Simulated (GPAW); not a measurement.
Crystal: HPbNO4.

```
CELL_PARAMETERS angstrom
3.85404 0.14384 0.09012
-0.25320 5.52698 0.16471
-0.48197 -1.92720 5.72025
ATOMIC_POSITIONS crystal
H 0.10913 0.65718 0.54463
Pb 0.61029 0.52127 0.15100
N 0.91580 0.96263 0.95867
O 0.01384 0.13639 0.88084
O 0.72398 0.01057 0.12858
O 0.00389 0.73732 0.87043
O 0.11927 0.59324 0.37651
```

The cell was built by a generator and needn't be a form met in nature.

Base run:

* Program: GPAW 26.7.0
* Functional: PBE
* Potentials or basis: GPAW PAW data sets (gpaw-data 1.2.1)
* Cutoff: 800 eV
* Basis: pw
* k mesh: 4 × 3 × 3
* Occupations: fermi-dirac, width 0.05 eV
* Spin: no spin polarisation

Its results: band gap on the k mesh 3.22 eV, indirect (least direct gap 3.31 eV); pressure -0.3 GPa; largest force 0.135 eV/Å.

Task: The run is repeated on the same cell with these changes: k mesh from 4 × 3 × 3 to 5 × 4 × 4. What comes out?

Result: Band gap on the k mesh 3.13 eV, indirect (least direct gap 3.21 eV); pressure -0.3 GPa; largest force 0.134 eV/Å.

Caveats: spin-orbit coupling is left out, which as a rule narrows the gap of such compounds by several tenths of an eV; an odd mesh through Γ misses points on the zone boundary, where band edges often lie (some runs).

Not every run made on this cell is shown here.
